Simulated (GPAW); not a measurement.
The system is Mg3TiO4.

```
Ti Mg O
1.0
     4.31366    0.00000    0.00000
     0.00000    4.31366    0.00000
     0.00000    0.00000    4.31366
Ti Mg O
1 3 4
Direct
  0.00000 0.00000 0.00000
  0.50000 0.50000 0.00000
  0.50000 0.00000 0.50000
  0.00000 0.50000 0.50000
  0.00000 0.50000 0.00000
  0.00000 0.00000 0.50000
  0.50000 0.50000 0.50000
  0.50000 0.00000 0.00000
```

The cell comes from a database or a generator and needn't be the stable form of this composition.

Base run:

| Property | Result |
| --- | --- |
| Program | GPAW 26.7.0 |
| Functional | PBEsol |
| Potentials or basis | PAW data sets generated in the run's folder for this functional |
| Cutoff | 800 eV |
| Basis | pw |
| k mesh | 6 × 6 × 6 |
| Occupations | fermi-dirac, width 0.05 eV |
| Spin | no spin polarisation |
| Hubbard terms | Ti d U = 8 eV |

Its results: pressure -3.1 GPa.

Question: The run is repeated on the same cell with these changes: hubbard terms from Ti d U = 8 eV to Ti d U = 6 eV. What comes out?

Answer: Pressure -4.1 GPa.

Caveats: U without spin polarisation on a metal has little footing.

Not every run made on this cell is shown here.
